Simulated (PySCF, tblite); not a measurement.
**C5H12BBrSi: geometry, infrared bands and NMR shifts**

Wanted: the infrared bands and NMR shifts of C5H12BBrSi (`Br[Si@H]1CCBCCC1`), by calculation.

Computed with tblite 0.8.0 and PySCF 2.14.0, with density-fitted response routines of our own, on a single molecule in the gas phase. Atoms are numbered from 0 throughout.

### Step 1. The molecule as given

20 atoms, charge 0, multiplicity 1; geometry from: force field or distance geometry start.

Bonds of the start (Å): Br0–Si1 2.25, Si1–C2 1.88, C2–C3 1.53, C3–B4 1.59, B4–C5 1.59, C5–C6 1.50, C6–C7 1.52, C7–Si1 1.84, Si1–H8 1.48, C2–H9 1.12, C2–H10 1.09, C3–H11 1.09, C3–H12 1.13, B4–H13 1.19, C5–H14 1.10, C5–H15 1.12, C6–H16 1.11, C6–H17 1.12, C7–H18 1.10, C7–H19 1.12.

### Step 2. Relaxing the molecule with GFN2-xTB

Job settings and geometry (Å):

```
{"job": {"kind": "relax", "xc": "GFN2-xTB", "basis": "xTB"}, "charge": 0, "multiplicity": 1}
Br     0.345700    -3.176200     2.048300
Si     0.134100    -1.179500     1.023700
C      1.502900    -0.974600    -0.243200
C      1.916300     0.494200    -0.153600
B      0.623900     1.415200    -0.158500
C     -0.798400     1.241200    -0.836500
C     -1.774800     0.494600     0.015600
C     -1.462100    -0.985000     0.123200
H      0.245800    -0.050000     1.969000
H      1.081500    -1.204300    -1.258300
H      2.372300    -1.593100    -0.036400
H      2.603600     0.783500    -0.944400
H      2.363600     0.609500     0.878800
H      0.914200     2.559600     0.011100
H     -0.664700     0.676100    -1.771200
H     -1.209700     2.265100    -1.018200
H     -1.789200     0.969800     1.021500
H     -2.777200     0.604400    -0.468600
H     -1.375100    -1.398200    -0.891300
H     -2.257800    -1.541700     0.685900
```

Started as:

```console
$ OMP_NUM_THREADS=1 python probes_run.py task.json out
```

This one command runs all jobs of the session in turn.

**Question.** This job is followed by: GFN2-xTB harmonic vibrations, gas phase; GIAO PBE0/pcSseg-1 NMR shielding, non-relativistic, gas phase. What will the session give for the following? strongest single infrared mode (GFN2-xTB); zero-point energy (GFN2-xTB); 13C shifts against TMS (PBE0/pcSseg-1); 1H shifts against TMS (PBE0/pcSseg-1); 79Br shifts against HBr (PBE0/pcSseg-1); 29Si shifts against TMS (PBE0/pcSseg-1); 11B shifts against BF3·OEt2 (PBE0/pcSseg-1); surface potential, 1st and 99th percentile.

As calculated:

```
                                   quantity                                                                       value
  strongest single infrared mode (GFN2-xTB)                                                       2251 cm⁻¹, 249 km/mol
               zero-point energy (GFN2-xTB)                                                              100.4 kcal/mol
     13C shifts against TMS (PBE0/pcSseg-1)                                            28.5, 27.7, 27.3, 17.1, 16.7 ppm
      1H shifts against TMS (PBE0/pcSseg-1)  7.85, 4.99, 2.13, 2.08, 2.04, 1.73, 1.67, 1.65, 1.46, 1.46, 1.41, 1.31 ppm
    79Br shifts against HBr (PBE0/pcSseg-1)                                                                     -58 ppm
    29Si shifts against TMS (PBE0/pcSseg-1)                                                                    12.1 ppm
11B shifts against BF3·OEt2 (PBE0/pcSseg-1)                                                                    89.9 ppm
      surface potential, 1st and 99th percentile                                                          -0.73 V and 1.36 V
```

**Reading.** Over 122 steps the energy fell by 0.742 eV; of the close pairs, Si1–C7 changed most, 1.843 to 1.895 Å. No mode is imaginary among the 54: a minimum at this level. The strongest single mode, at 2251 cm⁻¹, moves mainly H8. Unscaled tight-binding wavenumbers are off by several per cent, some by more. Its intensities can rank the bands wrongly. At PBE0/pcSseg-1: The widest tensor belongs to Br0: span 323 ppm, with a paramagnetic part of -444 ppm. By nearest atom (PBE0/pcSseg-1), the HOMO sits on Br0 61 %; C2, C7 about 9 % each and the LUMO on B4 47 %; H13 12 %. Spin-orbit coupling is left out, which matters for shieldings and couplings at and beside the heavy atoms.
